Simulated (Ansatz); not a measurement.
# FGeH2S+ (SMILES [F][GeH+][SH]): one structure at several levels

One table from this session's results is given with a row withheld; the runs are named, their logs left out.

Method: single points in def2-TZVPP; program: Ansatz 0.2.0, Gaussian basis.

Cores are frozen in the correlated methods. Filled d shells of the heavier atoms are correlated. B3LYP uses VWN-RPA correlation.

### Starting geometry

SMILES `[F][GeH+][SH]`, 5 atoms, charge 1, spin multiplicity 1.

Atoms are counted from 1 here; the program's logs count them from 0.

Bond lengths: F1–Ge2 1.728 Å, Ge2–S3 2.186 Å, Ge2–H4 1.473 Å, S3–H5 1.342 Å. Angles: F1–Ge2–S3 106.7°, F1–Ge2–H4 100.2°, S3–Ge2–H4 153.1°, Ge2–S3–H5 93.8°.

Coordinates:

```xyz
5
FGeH2S
F    -1.0623   -1.0675    1.3382
Ge   -0.4166   -0.3195   -0.0795
S     1.2346    0.9532    0.5769
H    -1.3208   -0.8745   -1.1016
H     1.5108    1.3867   -0.6624
```

Set-up of the first run:

Contents of run/in.yaml:

```yaml
crystal:
  periodic: [false, false, false]
  atoms:
    - {symbol: F, position_ang: [-1.062300, -1.067500, 1.338200]}
    - {symbol: Ge, position_ang: [-0.416600, -0.319500, -0.079500]}
    - {symbol: S, position_ang: [1.234600, 0.953200, 0.576900]}
    - {symbol: H, position_ang: [-1.320800, -0.874500, -1.101600]}
    - {symbol: H, position_ang: [1.510800, 1.386700, -0.662400]}
basis:
  gaussian: {orbitals: def2-TZVPP}
total_charge: 1
correlation: {method: ccsd_t}
output: {forces: true}
```

No record of the launch command was kept for these runs.

Steps of the session up to this table: CCSD(T)/def2-TZVPP; PBE0-D4/def2-TZVPP; wB97M-V/def2-TZVPP; r2SCAN-D4/def2-TZVPP; PBE-D4/def2-TZVPP; B3LYP-D4/def2-TZVPP; SPW92/def2-TZVPP.

One table of the session follows, with a row left open; its other results are not shown here.

| method | RMS force component (eV/Å) | angle to CCSD(T) forces (°) |
| --- | --- | --- |
| CCSD(T) | 0.914 | reference |
| PBE0-D4 | 0.959 | 5.0 |
| wB97M-V | ? | ? |
| r2SCAN-D4 | 0.915 | 5.5 |
| PBE-D4 | 0.777 | 21.6 |
| B3LYP-D4 | 0.811 | 8.3 |
| SPW92 | 0.992 | 14.3 |

**Question.** Estimate the row for wB97M-V.

**Answer.** RMS force component (eV/Å): 0.912; angle to CCSD(T) forces (°): 4.8. In the column «RMS force component (eV/Å)» it lies between B3LYP-D4 (0.811) and CCSD(T) (0.914).
